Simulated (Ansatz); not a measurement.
# C₂H₉OPSi: up Jacob's ladder to CCSD(T)

An exercise on one series of results from a longer session: the logs are not shown, and one member is left open.

Program: Ansatz 0.2.0, Gaussian basis. Level of theory: functionals in def2-TZVPP, the program's frozen cores in correlated methods. These are calculated values, not measurements.

Levels to be run: LDA (SPW92), PBE-D4, revPBE-D4, BLYP-D4, r2SCAN-D4, B97M-V, PBE0-D4, B3LYP-D4, r2SCANh-D4, r2SCAN0-D4, HSE06-D4, BHLYP-D4, CAM-B3LYP-D4, LC-ωPBE, ωB97X-V, ωB97M-V, B2PLYP, PBE-QIDH; CCSD(T)/def2-SVP; CCSD(T)/def2-TZVPP; MP2/def2-QZVPP; extrapolation to the limit; RPA on PBE.

**The relaxed structure**

The geometry comes from an earlier relaxation with PBE0-D4 in a triple-zeta def2 set; it is a stationary point, not always the lowest conformer.

SMILES `C[Si](C)(O)P`, 14 atoms, charge 0, spin multiplicity 1.

Atoms are counted from 1 here; the program's logs count them from 0.

Bond lengths: C1–Si2 1.869 Å, C1–H6 1.095 Å, C1–H7 1.092 Å, C1–H8 1.093 Å, Si2–C3 1.867 Å, Si2–O4 1.657 Å, Si2–P5 2.255 Å, C3–H9 1.094 Å, C3–H10 1.093 Å, C3–H11 1.092 Å, O4–H12 0.958 Å, P5–H13 1.423 Å, P5–H14 1.421 Å. Angles: Si2–C1–H6 111.0°, Si2–C1–H7 111.1°, Si2–C1–H8 110.8°, H6–C1–H7 108.2°, H6–C1–H8 107.6°, H7–C1–H8 108.0°, C1–Si2–C3 109.9°, C1–Si2–O4 110.2°, C1–Si2–P5 113.8°, C3–Si2–O4 111.3°, C3–Si2–P5 108.3°, O4–Si2–P5 103.2°, Si2–C3–H9 110.9°, Si2–C3–H10 111.1°, Si2–C3–H11 110.9°, H9–C3–H10 107.7°, H9–C3–H11 108.1°, H10–C3–H11 108.2° and more.

The first run:

Contents of in.yaml:

```yaml
crystal:
  periodic: [false, false, false]
  atoms:
    - {symbol: C, position_ang: [-1.133343, 1.146583, -0.047159]}
    - {symbol: Si, position_ang: [-0.084687, -0.397536, 0.052798]}
    - {symbol: C, position_ang: [1.438586, -0.064532, 1.080538]}
    - {symbol: O, position_ang: [-0.971391, -1.650312, 0.676902]}
    - {symbol: P, position_ang: [0.573806, -1.183950, -1.955344]}
    - {symbol: H, position_ang: [-1.444962, 1.475067, 0.949904]}
    - {symbol: H, position_ang: [-2.030648, 0.973797, -0.645550]}
    - {symbol: H, position_ang: [-0.574002, 1.966324, -0.505212]}
    - {symbol: H, position_ang: [1.164775, 0.266960, 2.086776]}
    - {symbol: H, position_ang: [2.054243, 0.718419, 0.629276]}
    - {symbol: H, position_ang: [2.049043, -0.965364, 1.175240]}
    - {symbol: H, position_ang: [-1.509323, -1.469416, 1.448740]}
    - {symbol: H, position_ang: [1.128476, 0.069369, -2.337102]}
    - {symbol: H, position_ang: [-0.673373, -0.914507, -2.580807]}
basis:
  gaussian: {orbitals: def2-TZVPP}
hamiltonian: {xc: lda}
output: {orbitals: {seedname: orbitals}}
```

Steps of the session up to this table: LDA; PBE-D4 (GGA); revPBE-D4 (GGA); BLYP-D4 (GGA); r2SCAN-D4 (meta-GGA); B97M-V (meta-GGA); PBE0-D4 (hybrid); B3LYP-D4 (hybrid); r2SCANh-D4 (hybrid); r2SCAN0-D4 (hybrid); HSE06-D4 (hybrid); BHLYP-D4 (hybrid); CAM-B3LYP-D4 (range-separated); LC-ωPBE (range-separated); ωB97X-V (range-separated); ωB97M-V (range-separated); B2PLYP (double hybrid); PBE-QIDH (double hybrid).

One of the session's tables, all rows but one given; the rest of the session is left out.

It belongs to the step «Orbital energies across the functionals». 

```
  functional  HOMO (eV)  LUMO (eV)  gap (eV)
 LDA (SPW92)      -6.13      -0.62      5.50
      PBE-D4      -6.03      -0.46      5.58
   revPBE-D4      -5.99      -0.37      5.62
     BLYP-D4      -5.88      -0.43      5.46
   r2SCAN-D4      -6.27      -0.02      6.24
      B97M-V      -6.37      -0.28      6.09
     PBE0-D4      -7.15       0.39      7.54
    B3LYP-D4      -6.93       0.08      7.01
  r2SCANh-D4      -6.68       0.28      6.96
  r2SCAN0-D4      -7.30       0.71      8.01
    HSE06-D4      -6.75       0.02      6.77
    BHLYP-D4      -8.14       1.05      9.18
CAM-B3LYP-D4          ?          ?         ?
     LC-ωPBE      -9.75       2.49     12.24
     ωB97X-V      -9.42       2.26     11.69
     ωB97M-V      -9.24       1.87     11.11
```

**Question.** Estimate the row for CAM-B3LYP-D4.

As computed: HOMO (eV): -8.42; LUMO (eV): 1.20; gap (eV): 9.62. In the column «HOMO (eV)» it lies between ωB97M-V (-9.24) and BHLYP-D4 (-8.14).
